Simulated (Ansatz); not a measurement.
Predict the output of the script below (the Python package of Ansatz (0.2.0)).

`fermi.py`
```python
import ansatz as az

lattice = az.Lattice.of(
    (4.095, 0.0, 0.0),
    (0.0, 4.095, 0.0),
    (0.0, 0.0, 4.095),
)
sites = [
    ("Sc", (0.0, 0.0, 0.0)),
    ("Ga", (0.0, 0.5, 0.5)),
    ("Ga", (0.5, 0.0, 0.5)),
    ("Ga", (0.5, 0.5, 0.0)),
]
scga3 = az.Crystal(lattice=lattice)
for symbol, position in sites:
    scga3 = scga3.atom(symbol, position)

job = (
    scga3.calculation()
    .scf(tolerance=1e-07)
    .kpoints(length=24)
    .pseudopotentials("paw")
    .occupations("fermi_dirac")
    .functional("r2scan", dispersion="d4")
    .eigenstates(nscf_kmesh=(8, 8, 8), level_slopes=True)
)
surface = job.run().fermi_surface().to_plain()
for way, reading in surface.items():
    if reading:
        rho_lambda = [f"{v:.3e}" for v in reading["resistivity_times_mean_free_path_ohm_m2"]]
        print(f"{way:24s} area {reading['spin_summed_area_per_ang2']:8.3f} 1/A^2  rho*lambda (ohm m^2) {rho_lambda}")
```

```console
$ python fermi.py
DeckWarning: basis.ecutwfc = 500 eV, auto-derived from the records' recommended cutoffs: set by Sc (their level for a meta-GGA)
DeckWarning: scf.convergence.dr2_threshold = 1e-7 eV is looser than 1e-11 eV, the default for `output.eigenstates.de_dk` on PAW and all-electron files: empty levels that such a close leaves unsettled can have slopes far off; leave [...]
by_tetrahedra            area   32.462 1/A^2  rho*lambda (ohm m^2) ['9.418e-16', '9.418e-16', '9.418e-16']
by_slopes                area   25.686 1/A^2  rho*lambda (ohm m^2) ['1.190e-15', '1.190e-15', '1.190e-15']
on_every_second_point    area   23.798 1/A^2  rho*lambda (ohm m^2) ['1.285e-15', '1.285e-15', '1.285e-15']
```
(Warnings from the package without file and line, shortened.)

Caveats:
- Dispersion corrections can be off by several per cent in the lattices of metals, and by several GPa in the pressure at a fixed cell.
- The mesh is modest for a metal, so energies can be off by several to tens of meV an atom and pressures by half a GPa or more; differences at equal mesh fare better.
- The structure is a deposited one; some such entries were measured under pressure or heat, so a shift against it needn't be the functional's error alone.
- The three readings differ by the mesh error.
- Wall time of the script: 10 s on 1 thread of Arm Neoverse V1, on a shared host, peak memory 0.48 GiB.

(Lines on the test bed's own set-up are left out of the output.)
